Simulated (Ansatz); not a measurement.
Crystal: LiBe.

```
Be Li
1.0
     2.81115    0.00000    0.00000
     0.00000    2.81115    0.00000
     0.00000    0.00000    2.81115
Be Li
1 1
Direct
  0.50000 0.50000 0.50000
  0.00000 0.00000 0.00000
```

The cell comes from a database or a generator and needn't be the stable form of this composition.

Base run:

```yaml
Program: Ansatz 0.2.0
Functional: LDA
Potentials_or_basis: all-electron LAPW, scalar-relativistic
Cutoff: 118 eV
Density_cutoff: 472 eV
Basis_error_allowed: 0.001 eV/atom
k_mesh: 9 × 9 × 9
Occupations: fermi-dirac, width 0.05 eV
Spin: no spin polarisation
```

Its results: pressure -2.7 GPa.

Task: The run is repeated on the same cell with these changes: functional from LDA to BLYP. What comes out?

Result: Pressure 1.1 GPa.

BLYP binds less tightly than LDA, so the same cell stands under more pressure.

Not every run made on this cell is shown here.
